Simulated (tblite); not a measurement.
# C3H9BO2PSi: the cost of one run

Computed with tblite 0.8.0 and PySCF 2.14.0, with density-fitted response routines of our own, on a single molecule in the gas phase. Atoms count from 0, in the outputs and in this text.

## 1. Starting geometry

17 atoms, charge 0, multiplicity 2; geometry from: force field or distance geometry start.

Bonds of the start (Å): B0–P1 1.95, P1–Si2 2.20, Si2–O3 1.72, O3–C4 1.42, C4–C5 1.54, C5–C6 1.54, C6–O7 1.41, O7–Si2 1.72, B0–H8 1.18, B0–H9 1.18, P1–H10 1.46, Si2–H11 1.48, C4–H12 1.11, C4–H13 1.11, C5–H14 1.11, C6–H15 1.10, C6–H16 1.11.

## 2. Relaxing the molecule with GFN2-xTB

What the job is given:

```
{"job": {"kind": "relax", "xc": "GFN2-xTB", "basis": "xTB"}, "charge": 0, "multiplicity": 2}
B      3.048300     0.343700    -0.045400
P      2.141600     1.860700    -0.857800
Si     0.136900     0.993700    -0.594700
O     -0.091700     0.482700     1.030500
C     -1.286100    -0.273700     1.132000
C     -1.276800    -1.505000     0.203000
C     -1.234400    -1.065100    -1.271900
O     -0.029600    -0.399200    -1.598300
H      3.098500    -0.685600    -0.620900
H      3.460600     0.426600     1.058700
H      2.092700     2.624600     0.380900
H     -0.894900     1.995000    -0.948300
H     -1.393800    -0.628100     2.180200
H     -2.167900     0.369400     0.914700
H     -2.183400    -2.108600     0.392700
H     -1.306800    -1.981000    -1.881800
H     -2.120200    -0.437900    -1.517000
```

The run is started by

```sh
OMP_NUM_THREADS=1 python probes_run.py task.json out
```

The driver reads the jobs from task.json and runs them one after another.

Q: Estimate the wall time of this first job on 1 thread of Arm Neoverse V2, shared host.

About 1.8 s.
